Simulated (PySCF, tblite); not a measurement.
# isopropyl propionate (C₆H₁₂O₂): a rotation path, then NMR shifts on frames, part 1 of 2

Aim: move isopropyl propionate (C₆H₁₂O₂) (`CCC(=O)OC(C)C`) away from its starting geometry and see how NMR shifts follow the geometry.

The runs use tblite 0.8.0 and PySCF 2.14.0, with density-fitted response routines of our own; the level of theory stands in each step. All values are computed, except where a source is named. Atoms are numbered from 0 throughout.

### Step 1. The molecule as given

20 atoms, charge 0, multiplicity 1; geometry from: GFN2-xTB.

Bonds of the start (Å): C0–C1 1.52, C1–C2 1.51, C2–O3 1.20, C2–O4 1.34, O4–C5 1.44, C5–C6 1.53, C5–C7 1.52, C0–H8 1.09, C0–H9 1.09, C0–H10 1.09, C1–H11 1.09, C1–H12 1.09, C5–H13 1.10, C6–H14 1.09, C6–H15 1.09, C6–H16 1.09, C7–H17 1.09, C7–H18 1.09, C7–H19 1.09.

### Step 2. The rotation path with GFN2-xTB

Job settings and geometry (Å):

```
{"job": {"kind": "neb", "xc": "GFN2-xTB", "basis": "xTB", "atoms": [0, 1, 2, 4], "turn": 120}, "charge": 0, "multiplicity": 1}
C      3.303919     0.582304    -0.277538
C      1.930790     0.503750    -0.928236
C      0.837927     0.248288     0.087711
O      1.001088     0.126216     1.272695
O     -0.349578     0.181001    -0.519790
C     -1.505688    -0.070933     0.297751
C     -1.643857    -1.569936     0.542573
C     -2.705721     0.503906    -0.440461
H      3.529842    -0.348060     0.237058
H      4.067801     0.766456    -1.028685
H      3.327714     1.385004     0.454681
H      1.689934     1.432341    -1.450053
H      1.892335    -0.301198    -1.665290
H     -1.357074     0.444280     1.255936
H     -1.729230    -2.093781    -0.407011
H     -2.529410    -1.766903     1.139897
H     -0.772378    -1.941738     1.076074
H     -2.567542     1.567756    -0.614088
H     -3.606401     0.353988     0.147644
H     -2.819618     0.007938    -1.400873
```

Method: GFN2-xTB climbing-image nudged elastic band, gas phase.

Started as:

```console
> OMP_NUM_THREADS=1 python probes_run.py task.json out
```

One launch serves the whole session: the jobs run in the order shown.

What it wrote:

```text
image   E - E0 / eV
  0      -0.0000
  1       0.0027
  2       0.0047
  3       0.0068
  4       0.0083
  5       0.0086
  6       0.0078
  7       0.0072
  8       0.0071
```

Run time: 4.3 s. Hardware: 1 thread of Arm Neoverse N1, shared host; peak memory 0.18 GiB.

The final band, with the dihedral C0–C1–C2–O4:

```csv
image,dihedral (°),energy (eV),energy (kcal/mol)
0,-180,0.000,0.0
1,-164,0.003,0.1
2,-149,0.005,0.1
3,-134,0.007,0.2
4,-118,0.008,0.2
5,-103,0.009,0.2
6,-88,0.008,0.2
7,-72,0.007,0.2
8,-60,0.007,0.2
```

### Step 3. NMR shieldings: image 0, PBE0/pcSseg-1

Job settings and geometry (Å):

```
{"job": {"kind": "nmr", "xc": "PBE0", "basis": "pcSseg-1", "pop": false}, "charge": 0, "multiplicity": 1}
C      3.303900     0.582300    -0.277500
C      1.930800     0.503800    -0.928200
C      0.837900     0.248300     0.087700
O      1.001100     0.126200     1.272700
O     -0.349600     0.181000    -0.519800
C     -1.505700    -0.070900     0.297800
C     -1.643900    -1.569900     0.542600
C     -2.705700     0.503900    -0.440500
H      3.529800    -0.348100     0.237100
H      4.067800     0.766500    -1.028700
H      3.327700     1.385000     0.454700
H      1.689900     1.432300    -1.450100
H      1.892300    -0.301200    -1.665300
H     -1.357100     0.444300     1.255900
H     -1.729200    -2.093800    -0.407000
H     -2.529400    -1.766900     1.139900
H     -0.772400    -1.941700     1.076100
H     -2.567500     1.567800    -0.614100
H     -3.606400     0.354000     0.147600
H     -2.819600     0.007900    -1.400900
```

Level: GIAO PBE0/pcSseg-1 NMR shielding, non-relativistic, gas phase.

What it wrote:

```text
coarse grid: 16128 points
cycle   1  E = -385.6128214106  dE =  9.904e-01  |g| = 9.232e-01  |ddm| = 3.746e+00
cycle   2  E = -385.3208646723  dE =  2.920e-01  |g| = 1.568e+00  |ddm| = 1.703e+00
cycle   3  E = -385.7635530426  dE = -4.427e-01  |g| = 2.843e-01  |ddm| = 1.242e+00
cycle   4  E = -385.7786194436  dE = -1.507e-02  |g| = 7.622e-02  |ddm| = 2.323e-01
cycle   5  E = -385.7794367543  dE = -8.173e-04  |g| = 2.859e-02  |ddm| = 5.308e-02
cycle   6  E = -385.7796048184  dE = -1.681e-04  |g| = 4.500e-03  |ddm| = 2.030e-02
cycle   7  E = -385.7796088391  dE = -4.021e-06  |g| = 1.108e-03  |ddm| = 3.906e-03
final grid: 154128 points
cycle   8  E = -385.8489076666  dE = -3.543e-05  |g| = 1.459e-02  |ddm| = 2.993e-02
cycle   9  E = -385.8488613973  dE =  4.627e-05  |g| = 2.161e-02  |ddm| = 2.337e-02
cycle  10  E = -385.8489485749  dE = -8.718e-05  |g| = 2.469e-03  |ddm| = 1.431e-02
cycle  11  E = -385.8489497051  dE = -1.130e-06  |g| = 4.781e-04  |ddm| = 1.697e-03
cycle  12  E = -385.8489497393  dE = -3.417e-08  |g| = 1.975e-04  |ddm| = 4.218e-04
cycle  13  E = -385.8489497468  dE = -7.482e-09  |g| = 3.010e-05  |ddm| = 1.581e-04
cycle  14  E = -385.8489497470  dE = -1.833e-10  |g| = 9.187e-06  |ddm| = 3.277e-05
converged SCF energy = -385.8489497470

GIAO shielding tensors (ppm)
atom      isotropic    diamagn.    paramagn.     s11        s22        s33       span
  0 C      176.325     244.286     -67.961    169.231    175.474    184.269     15.037
  1 C      155.643     250.759     -95.116    137.832    148.517    180.580     42.748
  2 C        7.156     253.467    -246.311    -91.767     44.751     68.484    160.251
  3 O      -93.831     404.690    -498.521   -396.917   -212.984    328.408    725.326
  4 O       98.589     406.468    -307.878    -70.063    177.941    187.890    257.952
  5 C      117.342     244.111    -126.769     81.102    113.773    157.152     76.050
  6 C      163.614     249.799     -86.185    144.585    158.780    187.476     42.891
  7 C      163.005     247.567     -84.562    145.711    156.546    186.759     41.048
  8 H       30.462      28.848       1.614     26.267     28.781     36.339     10.072
  9 H       30.865      26.136       4.729     26.166     28.276     38.152     11.985
 10 H       30.467      28.588       1.879     26.283     28.627     36.490     10.207
 11 H       29.342      31.588      -2.246     24.335     30.179     33.511      9.177
 12 H       29.409      32.046      -2.636     24.443     30.216     33.569      9.126
 13 H       26.607      33.383      -6.776     23.666     27.429     28.727      5.061
 14 H       30.765      31.625      -0.860     27.923     28.710     35.662      7.740
 15 H       30.811      30.178       0.634     26.722     28.199     37.512     10.790
 16 H       29.827      32.273      -2.446     24.813     29.757     34.910     10.097
 17 H       30.281      30.488      -0.207     26.050     28.052     36.742     10.692
 18 H       30.663      28.972       1.691     26.476     28.358     37.155     10.679
 19 H       30.364      30.539      -0.175     27.281     28.620     35.191      7.910
```

It took 55 s on 1 thread of Arm Neoverse N1, shared host; peak memory 0.86 GiB.

Shifts follow as δ = σ(reference) − σ, with reference shieldings (ppm) from runs at the same level and on the same kind of geometry: 1H TMS 31.72, 13C TMS 186.9, 17O H2O 336.1. The references are single molecules in the gas phase, so shifts against H2O, NH3, PH3, H3PO4 or CFCl3 are not on the usual liquid scales and can be off by tens of ppm. Each atom is listed at this fixed geometry, with no averaging over motion; a spectrum would average atoms that exchange fast.

| atoms | environment | σ (ppm) | δ (ppm) |
| --- | --- | --- | --- |
| C2 | ester carbonyl carbon | 7.2 | 179.8 |
| C5 | sp3 CH bonded to O | 117.3 | 69.6 |
| C1 | sp3 CH2 α to a carbonyl | 155.6 | 31.3 |
| C7 | methyl carbon | 163.0 | 23.9 |
| C6 | methyl carbon | 163.6 | 23.3 |
| C0 | methyl carbon | 176.3 | 10.6 |
| H13 | hydrogen on an sp3 CH bonded to O | 26.61 | 5.11 |
| H11 | hydrogen on an sp3 CH2 α to a carbonyl | 29.34 | 2.38 |
| H12 | hydrogen on an sp3 CH2 α to a carbonyl | 29.41 | 2.31 |
| H16 | hydrogen on a methyl carbon | 29.83 | 1.89 |
| H17 | hydrogen on a methyl carbon | 30.28 | 1.44 |
| H19 | hydrogen on a methyl carbon | 30.36 | 1.35 |
| H8 | hydrogen on a methyl carbon | 30.46 | 1.25 |
| H10 | hydrogen on a methyl carbon | 30.47 | 1.25 |
| H18 | hydrogen on a methyl carbon | 30.66 | 1.05 |
| H14 | hydrogen on a methyl carbon | 30.77 | 0.95 |
| H15 | hydrogen on a methyl carbon | 30.81 | 0.91 |
| H9 | hydrogen on a methyl carbon | 30.86 | 0.85 |
| O3 | ester carbonyl oxygen | -93.8 | 429.9 |
| O4 | ester alkoxy oxygen | 98.6 | 237.5 |

### Step 4. NMR shieldings: image 2, PBE0/pcSseg-1

Job settings and geometry (Å):

```
{"job": {"kind": "nmr", "xc": "PBE0", "basis": "pcSseg-1", "pop": false}, "charge": 0, "multiplicity": 1}
C      3.265000     0.319300    -0.336100
C      1.908700     0.761700    -0.873200
C      0.795200     0.471700     0.110400
O      0.908100     0.476800     1.307700
O     -0.348100     0.221600    -0.531500
C     -1.508600    -0.052000     0.272900
C     -1.539600    -1.528200     0.654800
C     -2.725200     0.352000    -0.545400
H      3.262400    -0.747700    -0.125200
H      4.041600     0.529300    -1.067500
H      3.494000     0.846200     0.586500
H      1.913300     1.841500    -1.045600
H      1.672500     0.271000    -1.817800
H     -1.432900     0.559500     1.181400
H     -1.521500    -2.143800    -0.241800
H     -2.447100    -1.738900     1.213500
H     -0.680900    -1.777500     1.273900
H     -2.669900     1.406000    -0.804400
H     -3.629500     0.173800     0.029300
H     -2.762500    -0.231500    -1.461600
```

Level: GIAO PBE0/pcSseg-1 NMR shielding, non-relativistic, gas phase.

What it wrote:

```text
coarse grid: 16128 points
cycle   1  E = -385.6127441869  dE =  9.897e-01  |g| = 9.213e-01  |ddm| = 3.740e+00
cycle   2  E = -385.3225092705  dE =  2.902e-01  |g| = 1.565e+00  |ddm| = 1.667e+00
cycle   3  E = -385.7626484394  dE = -4.401e-01  |g| = 2.838e-01  |ddm| = 1.207e+00
cycle   4  E = -385.7776620547  dE = -1.501e-02  |g| = 7.698e-02  |ddm| = 2.318e-01
cycle   5  E = -385.7785002220  dE = -8.382e-04  |g| = 2.871e-02  |ddm| = 5.414e-02
cycle   6  E = -385.7786697799  dE = -1.696e-04  |g| = 4.540e-03  |ddm| = 2.038e-02
cycle   7  E = -385.7786738778  dE = -4.098e-06  |g| = 1.135e-03  |ddm| = 4.016e-03
final grid: 154128 points
cycle   8  E = -385.8483139741  dE = -3.382e-05  |g| = 1.484e-02  |ddm| = 2.837e-02
cycle   9  E = -385.8482640390  dE =  4.994e-05  |g| = 2.223e-02  |ddm| = 2.333e-02
cycle  10  E = -385.8483559228  dE = -9.188e-05  |g| = 2.608e-03  |ddm| = 1.454e-02
cycle  11  E = -385.8483571794  dE = -1.257e-06  |g| = 5.007e-04  |ddm| = 1.774e-03
cycle  12  E = -385.8483572179  dE = -3.847e-08  |g| = 1.902e-04  |ddm| = 4.360e-04
cycle  13  E = -385.8483572249  dE = -7.057e-09  |g| = 3.133e-05  |ddm| = 1.517e-04
cycle  14  E = -385.8483572251  dE = -1.971e-10  |g| = 9.202e-06  |ddm| = 3.447e-05
converged SCF energy = -385.8483572251

GIAO shielding tensors (ppm)
atom      isotropic    diamagn.    paramagn.     s11        s22        s33       span
  0 C      175.266     244.770     -69.503    166.525    173.892    185.381     18.856
  1 C      155.068     250.944     -95.876    137.620    149.728    177.856     40.236
  2 C        6.937     253.469    -246.532    -92.282     43.785     69.307    161.588
  3 O      -86.800     405.206    -492.006   -375.839   -217.602    333.041    708.880
  4 O       91.207     406.074    -314.867    -72.493    169.001    177.113    249.606
  5 C      117.633     244.345    -126.713     81.127    114.440    157.331     76.203
  6 C      163.518     249.759     -86.241    144.144    158.942    187.469     43.325
  7 C      163.019     247.504     -84.485    145.165    157.244    186.647     41.482
  8 H       30.747      29.464       1.283     26.492     29.295     36.453      9.960
  9 H       30.776      26.392       4.384     26.223     28.000     38.104     11.881
 10 H       30.062      28.478       1.584     25.671     28.558     35.956     10.285
 11 H       29.358      30.332      -0.974     25.129     28.994     33.949      8.820
 12 H       29.412      32.679      -3.267     24.314     30.473     33.451      9.137
 13 H       26.590      33.369      -6.779     23.691     27.491     28.589      4.898
 14 H       30.747      31.716      -0.969     27.968     28.657     35.616      7.647
 15 H       30.823      30.292       0.531     26.646     28.348     37.474     10.828
 16 H       29.822      32.309      -2.487     24.863     29.608     34.997     10.135
 17 H       30.285      30.295      -0.010     26.029     28.033     36.795     10.766
 18 H       30.677      28.947       1.730     26.464     28.412     37.155     10.691
 19 H       30.345      30.464      -0.119     27.244     28.637     35.155      7.910
```

Wall time 54 s (1 thread of Arm Neoverse N1, shared host); peak memory 0.91 GiB.

In short: δ C2 180.0, C5 69.3, C1 31.9, C7 23.9, H13 5.13, H11 2.36 ppm.

(Continued in part 2 of 2.)
